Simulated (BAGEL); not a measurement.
**GaAsH6 (SMILES [GaH3-][AsH3+]): HF/3-21G (density fitting with qzvpp-jkfit)**

What is the vertical singlet–triplet gap of GaAsH6 at HF/3-21G (density fitting with qzvpp-jkfit)? 

The results are computed with BAGEL 1.2.2.

## 1. Starting point

The species is GaAsH6 (8 atoms), meant as a singlet with charge 0. SMILES: `[GaH3-][AsH3+]`. Geometry: relaxed at PBE0-D4/def2-TZVP.

Bond lengths: Ga1–As2 2.660 Å, Ga1–H3 1.574 Å, Ga1–H4 1.574 Å, Ga1–H5 1.574 Å, As2–H6 1.509 Å, As2–H7 1.509 Å, As2–H8 1.509 Å. Some angles: Ga1–As2–H6 120.3°, Ga1–As2–H7 120.4°, Ga1–As2–H8 120.3°, As2–Ga1–H3 96.1°, As2–Ga1–H4 96.0°, As2–Ga1–H5 96.1°, H6–As2–H7 96.8°, H6–As2–H8 96.8°, H7–As2–H8 96.8°, H3–Ga1–H4 118.9°.

## 2. The energy at HF/3-21G (density fitting with qzvpp-jkfit)

hf.json reads:

```json
{ "bagel": [

{
  "title": "molecule",
  "basis": "3-21g",
  "df_basis": "qzvpp-jkfit",
  "angstrom": true,
  "geometry": [
    { "atom": "Ga", "xyz": [   -0.484000,    0.147800,   -1.471200 ] },
    { "atom": "As", "xyz": [    0.365000,   -0.117600,    1.036000 ] },
    { "atom": "H", "xyz": [    0.423200,   -0.988100,   -2.075500 ] },
    { "atom": "H", "xyz": [   -1.996500,   -0.166900,   -1.167600 ] },
    { "atom": "H", "xyz": [   -0.038000,    1.648300,   -1.639500 ] },
    { "atom": "H", "xyz": [    1.005200,    1.046800,    1.750900 ] },
    { "atom": "H", "xyz": [    1.421100,   -1.139300,    1.379400 ] },
    { "atom": "H", "xyz": [   -0.603800,   -0.488100,    2.131900 ] }
  ]
},
{
  "title": "hf"
},
{
  "title": "print",
  "file": "orbitals.molden",
  "orbitals": true
}

]}
```

Launch:

```sh
$ BAGEL_NUM_THREADS=1 BAGEL hf.json > hf.out
```

The program printed:

```text
* using 1 threads per process

  ===============================================================
  ===============================================================

  *** Geometry ***

  { "atom" : "Ga", "xyz" : [     -0.914627,      0.279302,     -2.780165 ] },
  { "atom" : "As", "xyz" : [      0.689750,     -0.222232,      1.957756 ] },
  { "atom" : "H", "xyz" : [      0.799732,     -1.867238,     -3.922127 ] },
  { "atom" : "H", "xyz" : [     -3.772838,     -0.315395,     -2.206444 ] },
  { "atom" : "H", "xyz" : [     -0.071810,      3.114836,     -3.098206 ] },
  { "atom" : "H", "xyz" : [      1.899553,      1.978165,      3.308721 ] },
  { "atom" : "H", "xyz" : [      2.685490,     -2.152965,      2.606688 ] },
  { "atom" : "H", "xyz" : [     -1.141017,     -0.922375,      4.028707 ] },

  Number of auxiliary basis functions:      640

  Since a DF basis is specified, we compute 2- and 3-index integrals:
    o Being stored without compression. Storage requirement is 0.016 GB

  Number of basis functions:       56
  Number of electrons      :       70

    * METHOD: MOLECULE                             0.34

  *** RHF ***

  === Nuclear Repulsion ===
   301.5805314521

      * DIIS with orbital gradients will be used.

  === RHF iteration (3-21g) ===
      0      -4140.62581504          0.00720816           0.09
      1      -4140.66044683          0.00161756           0.08
      2      -4140.66240671          0.00027844           0.08
      3      -4140.66249006          0.00005384           0.08
      4      -4140.66249359          0.00000864           0.08
      5      -4140.66249367          0.00000135           0.09
      6      -4140.66249367          0.00000025           0.09
      7      -4140.66249367          0.00000005           0.09
      8      -4140.66249367          0.00000001           0.09
    * SCF iteration converged.

    * Permanent dipole moment:
           (   -0.474574,     0.148421,    -1.400742) a.u.

    * METHOD: HF                                   1.00

    * METHOD: PRINT                                0.01

  ===============================================================
```

It took 1.5 s on 1 thread of Arm Neoverse V1, shared host; peak memory 0.12 GiB.

## 3. The triplet at the same level

hf.json reads:

```json
{ "bagel" : [

{
  "title" : "molecule",
  "basis" : "3-21g",
  "df_basis" : "qzvpp-jkfit",
  "angstrom" : true,
  "geometry" : [
    { "atom" : "Ga", "xyz" : [   -0.484000,    0.147800,   -1.471200 ] },
    { "atom" : "As", "xyz" : [    0.365000,   -0.117600,    1.036000 ] },
    { "atom" : "H", "xyz" : [    0.423200,   -0.988100,   -2.075500 ] },
    { "atom" : "H", "xyz" : [   -1.996500,   -0.166900,   -1.167600 ] },
    { "atom" : "H", "xyz" : [   -0.038000,    1.648300,   -1.639500 ] },
    { "atom" : "H", "xyz" : [    1.005200,    1.046800,    1.750900 ] },
    { "atom" : "H", "xyz" : [    1.421100,   -1.139300,    1.379400 ] },
    { "atom" : "H", "xyz" : [   -0.603800,   -0.488100,    2.131900 ] }
  ]
},
{
  "title" : "uhf",
  "nopen" : 2
},
{
  "title" : "print",
  "file" : "orbitals.molden",
  "orbitals" : true
}

]}
```

Launch:

```sh
$ BAGEL_NUM_THREADS=1 BAGEL hf.json > hf.out
```

The program printed:

```text
* using 1 threads per process

  ===============================================================
  ===============================================================

  *** Geometry ***

  { "atom" : "Ga", "xyz" : [     -0.914627,      0.279302,     -2.780165 ] },
  { "atom" : "As", "xyz" : [      0.689750,     -0.222232,      1.957756 ] },
  { "atom" : "H", "xyz" : [      0.799732,     -1.867238,     -3.922127 ] },
  { "atom" : "H", "xyz" : [     -3.772838,     -0.315395,     -2.206444 ] },
  { "atom" : "H", "xyz" : [     -0.071810,      3.114836,     -3.098206 ] },
  { "atom" : "H", "xyz" : [      1.899553,      1.978165,      3.308721 ] },
  { "atom" : "H", "xyz" : [      2.685490,     -2.152965,      2.606688 ] },
  { "atom" : "H", "xyz" : [     -1.141017,     -0.922375,      4.028707 ] },

  Number of auxiliary basis functions:      640

  Since a DF basis is specified, we compute 2- and 3-index integrals:
    o Being stored without compression. Storage requirement is 0.016 GB

  Number of basis functions:       56
  Number of electrons      :       70

    * METHOD: MOLECULE                             0.34

  *** Open-shell HF ***

  === Nuclear Repulsion ===
   301.5805314521

      * DIIS with orbital gradients will be used.

  === UHF iteration (3-21g) ===
      0      -4140.28538823          0.01862122           0.18
      1      -4140.36635152          0.00519453           0.17
      2      -4140.37222828          0.00108995           0.17
      3      -4140.37305146          0.00058783           0.17
      4      -4140.37332052          0.00021786           0.17
      5      -4140.37339829          0.00009784           0.17
      6      -4140.37341648          0.00003728           0.17
      7      -4140.37341946          0.00001875           0.17
      8      -4140.37342091          0.00001423           0.17
      9      -4140.37342158          0.00001498           0.17
     10      -4140.37341970          0.00001129           0.17
     11      -4140.37341819          0.00000457           0.17
     12      -4140.37341822          0.00000272           0.17
     13      -4140.37341825          0.00000260           0.18
     14      -4140.37341827          0.00000263           0.17
     15      -4140.37341825          0.00000256           0.17
     16      -4140.37341823          0.00000239           0.17
     17      -4140.37341816          0.00000144           0.17
     18      -4140.37341817          0.00000124           0.17
     19      -4140.37341817          0.00000131           0.17
     20      -4140.37341816          0.00000102           0.17
     21      -4140.37341815          0.00000087           0.17
     22      -4140.37341815          0.00000081           0.17
     23      -4140.37341816          0.00000073           0.17
     24      -4140.37341816          0.00000060           0.17
     25      -4140.37341816          0.00000062           0.17
     26      -4140.37341815          0.00000057           0.17
     27      -4140.37341815          0.00000052           0.17
     28      -4140.37341815          0.00000044           0.17
     29      -4140.37341815          0.00000033           0.17
     30      -4140.37341815          0.00000034           0.17
     31      -4140.37341815          0.00000036           0.17
     32      -4140.37341815          0.00000027           0.17
     33      -4140.37341815          0.00000023           0.17
     34      -4140.37341815          0.00000017           0.17
     35      -4140.37341815          0.00000017           0.17
     36      -4140.37341815          0.00000017           0.17
     37      -4140.37341815          0.00000017           0.17
     38      -4140.37341815          0.00000017           0.17
     39      -4140.37341815          0.00000017           0.17
     40      -4140.37341815          0.00000017           0.17
     41      -4140.37341815          0.00000017           0.17
     42      -4140.37341815          0.00000015           0.17
     43      -4140.37341815          0.00000013           0.17
     44      -4140.37341815          0.00000012           0.17
     45      -4140.37341815          0.00000012           0.17
     46      -4140.37341815          0.00000012           0.17
     47      -4140.37341815          0.00000012           0.17
     48      -4140.37341815          0.00000012           0.17
     49      -4140.37341815          0.00000011           0.17
     50      -4140.37341815          0.00000012           0.17
     51      -4140.37341815          0.00000011           0.17
     52      -4140.37341815          0.00000012           0.17
     53      -4140.37341815          0.00000009           0.17
     54      -4140.37341815          0.00000008           0.17
     55      -4140.37341815          0.00000003           0.17
     56      -4140.37341815          0.00000003           0.17
     57      -4140.37341815          0.00000003           0.17
     58      -4140.37341815          0.00000003           0.17
     59      -4140.37341815          0.00000003           0.17
     60      -4140.37341815          0.00000003           0.17
     61      -4140.37341815          0.00000003           0.17
     62      -4140.37341815          0.00000002           0.17
     63      -4140.37341815          0.00000002           0.17
     64      -4140.37341815          0.00000002           0.17
     65      -4140.37341815          0.00000002           0.17
     66      -4140.37341815          0.00000002           0.17
     67      -4140.37341815          0.00000002           0.17
     68      -4140.37341815          0.00000002           0.17
     69      -4140.37341815          0.00000001           0.17
     70      -4140.37341815          0.00000001           0.17
     71      -4140.37341815          0.00000001           0.17
     72      -4140.37341815          0.00000001           0.17
    * SCF iteration converged.

    * S^2 (UHF) is 2.0035

    * Permanent dipole moment:
           (   -1.276066,     0.399330,    -3.762056) a.u.

    * METHOD: UHF                                 12.74

    * METHOD: PRINT                                0.01

  ===============================================================
```

It took 13 s on 1 thread of Arm Neoverse V1, shared host; peak memory 0.12 GiB.

## 4. Outcome

At HF/3-21G (density fitting with qzvpp-jkfit):

| quantity | value |
| --- | --- |
| singlet: total energy | -4140.66249 Eh |
| singlet: dipole moment | 3.78 D |
| singlet: HOMO energy | -10.82 eV |
| singlet: LUMO energy | 2.80 eV |
| singlet: HOMO–LUMO gap | 13.62 eV |
| triplet: total energy | -4140.37342 Eh |
| triplet: dipole moment | 10.15 D |
| triplet: ⟨S²⟩ | 2.003 |
| vertical energy of the triplet above the singlet | 7.866 eV |

At this shape the triplet lies 7.87 eV (759 kJ/mol) above the singlet.
